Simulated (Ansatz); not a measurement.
**SnSe2: how the settings move a single-point run**

Aim: see which settings change the result for SnSe2, by how much, and at what cost. The cell is built on a prototype (CdCl2 type) and needn't be the phase found in nature.

Computed with Ansatz 0.2.0 (reference: DFT, r2SCAN, plane waves, PAW, unless a step's input says otherwise).

## 1. Starting point

It takes space group R-3m (No. 166, trigonal). The conventional cell has a = 3.825 Å, b = 3.825 Å, c = 19.005 Å, α = 90.00°, β = 90.00°, γ = 120.00°. Sn (site symmetry -3m) is surrounded by 6 Se at 2.71 Å. Around Se (site symmetry 3m) lie 3 Sn at 2.71 Å.

Structure file:

```
Sn Se
1.0
     1.91229    1.10406    6.33509
    -1.91229    1.10406    6.33509
     0.00000   -2.20812    6.33509
Sn Se
1 2
Direct
  0.00000 0.00000 0.00000
  0.25056 0.25056 0.25056
  0.74944 0.74944 0.74944
```

## 2. Baseline

input.yaml reads:

```yaml
crystal:
  lattice:
    - [1.912291609, 1.1040620752, 6.3350940106]
    - [-1.912291609, 1.1040620752, 6.3350940106]
    - [0.0, -2.2081241505, 6.3350940106]
  atoms:
    - { symbol: Sn, position: [0.0, 0.0, 0.0] }
    - { symbol: Se, position: [0.2505568934, 0.2505568934, 0.2505568934] }
    - { symbol: Se, position: [0.7494431066, 0.7494431066, 0.7494431066] }
kpoints:
  mp_grid: { grid: [6, 6, 6] }
hamiltonian:
  xc: r2scan
scf:
  occupations: { method: fixed }
  n_extra_bands: 4
output:
  forces: true
  stress: true
  eigenvalues: true
```

On the command line:

```bash
ansatz run input.yaml --threads 4 --pin off --max-ram 3686MiB --backend cpu --events-out ev --progress --plain --runs-dir out
```

## 3. Again, with occupations.method cold, occupations.width 0.05

input.yaml: that of step 2 with these lines changed.

```diff
@@ -14,3 +14,3 @@
 scf:
-  occupations: { method: fixed }
+  occupations: { method: cold, width: 0.05 }
   n_extra_bands: 4
```

## 4. Again, with ecutrho_ratio 8

input.yaml: that of step 2 with these lines changed.

```diff
@@ -16,2 +16,3 @@
   n_extra_bands: 4
+  max_iter: 82
 output:
@@ -20 +21,3 @@
   eigenvalues: true
+basis:
+  ecutrho_ratio: 8
```

## 5. Variant: ecutwfc 250

input.yaml: that of step 2 with these lines changed.

```diff
@@ -20 +20,3 @@
   eigenvalues: true
+basis:
+  ecutwfc: 250
```

## 6. Changing settings: ecutwfc 200

input.yaml: that of step 2 with these lines changed.

```diff
@@ -20 +20,3 @@
   eigenvalues: true
+basis:
+  ecutwfc: 200
```

## 7. Changing settings: ecutrho_ratio 12

input.yaml: that of step 2 with these lines changed.

```diff
@@ -16,2 +16,3 @@
   n_extra_bands: 4
+  max_iter: 87
 output:
@@ -20 +21,3 @@
   eigenvalues: true
+basis:
+  ecutrho_ratio: 12
```

Before running it: what results should come out? Wanted: for each run, ending; energy change; pressure; gap; force.

As calculated:

```csv
run,ending,energy change,pressure (GPa),gap (eV),force (eV/Å),cycles,time
reference,converged,0,0.9,0.58,0.03,6,3 s
"1: occupations.method cold, occupations.width 0.05",converged,0.0 meV/atom (σ→0),0.9,0.58,0.03,6,3 s
2: ecutrho_ratio 8,converged,0.0 meV/atom,0.9,0.58,0.03,6,3.6 s
3: ecutwfc 250,converged,+487.6 meV/atom,1.1,0.58,0.03,7,1.4 s
4: ecutwfc 200,converged,+3.87 eV/atom,0.9,0.53,0.13,7,1.2 s
5: ecutrho_ratio 12,converged,-0.1 meV/atom,0.9,0.58,0.03,6,5 s
```

Residual by cycle in the longest SCF loop of each run; runs are numbered as in the table. The quantity is the density residual dr2, in eV.

```csv
cycle,reference,run 1,run 2,run 3,run 4,run 5
1,0.0486,0.0486,0.0486,0.0624,0.439,0.0486
2,0.00527,0.00527,0.00527,0.0131,0.0824,0.00528
3,7.1e-4,7.1e-4,7.1e-4,9.7e-4,0.00892,7.1e-4
4,2.2e-5,2.2e-5,2.2e-5,1.2e-4,0.00157,2.2e-5
5,2.1e-6,2.1e-6,2.2e-6,5.2e-6,4.2e-5,2.2e-6
6,5.9e-8,5.9e-8,6.0e-8,1.1e-7,6.9e-7,5.9e-8
7,-,-,-,8.8e-9,2.6e-8,-
```

**Reading.** Runs 3 and 4 ran under the cutoff that the potentials recommend, as the log warns, so basis error is mixed into their values, and swamps them where the cutoff is far short. Of the variants the dearest is «ecutrho_ratio 12» (5 s), the cheapest «ecutwfc 200» (1.2 s), on a shared host.

The gaps are Kohn-Sham values of a semilocal functional, not quasiparticle or optical gaps.
